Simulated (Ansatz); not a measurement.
# Nb: a trigonal deformation path

Aim: for Nb, look for other minima along a trigonal path.

Computed with Ansatz 0.2.0 (DFT PBEsol, scalar-relativistic, plane waves, PAW, unless a step's input says otherwise).

## 1. The starting structure

Symmetry: Fm-3m, No. 225, cubic system. The conventional cell has a = 4.230 Å, b = 4.230 Å, c = 4.230 Å, α = 90.00°, β = 90.00°, γ = 90.00°. Nb (site symmetry m-3m) has 12 Nb at 2.99 Å in its first shell of neighbours.

Structure file:

```
Nb
1.0
     0.00000    2.11500    2.11500
     2.11500    0.00000    2.11500
     2.11500    2.11500    0.00000
Nb
1
Cartesian
  0.0000 0.0000 0.0000
```

No relaxation comes first: the listed cell is the starting point.

## 2. Zero of energy

Reference values: F = -4495.0961 eV; pressure -6.85 GPa; largest force 0.000 eV/Å; gap on the mesh none (metal). It was computed beforehand with the settings of the runs below.

## 3. Next: a trigonal deformation path

At fixed volume and fractional coordinates, lengths along (0.577, 0.577, 0.577) are scaled against those across it; ρ is that ratio over its starting value.

## 4. At ρ = 0.500

Input file input.yaml:

```yaml
crystal:
  lattice:
    - [-0.8882443402, 1.7764886804, 1.7764886804]
    - [1.7764886804, -0.8882443402, 1.7764886804]
    - [1.7764886804, 1.7764886804, -0.8882443402]
  atoms:
    - { symbol: Nb, position: [0.0, 0.0, 0.0] }
basis:
  ecutwfc: 420
kpoints:
  mp_grid: { grid: [22, 22, 22] }
hamiltonian:
  xc: pbesol
scf:
  occupations: { method: gaussian, width: 0.15 }
output:
  forces: true
  stress: true
  eigenvalues: true
```

Run with:

```
$ ansatz run input.yaml --threads 1 --pin off --max-ram 2560MiB --backend cpu --events-out ev --progress --plain --runs-dir out
```

The session goes on with these runs: At ρ = 2.000; point ρ = 0.710; point ρ = 1.410; point ρ = 0.600; point ρ = 0.850; ρ = 1.200; At ρ = 1.700; At ρ = 0.930; point ρ = 1.080.

Before running it: what results should come out? Wanted: highest point.

**Answer**, as computed:

| quantity | value |
| --- | --- |
| highest point | 2421.3 meV/atom at ρ = 2.000 |

In words: The undisturbed cell is not the lowest point: the energy is 54.5 meV/atom lower at ρ = 0.850; the cell was taken as given and not relaxed at this level. Further dips among the sampled points: ρ = 1.080 (-17.7 meV/atom); whether they survive relaxation was not tested. At ρ = 0.500 the cell takes another symmetry, Pm-3m, 660.7 meV/atom from the start at this fixed volume.
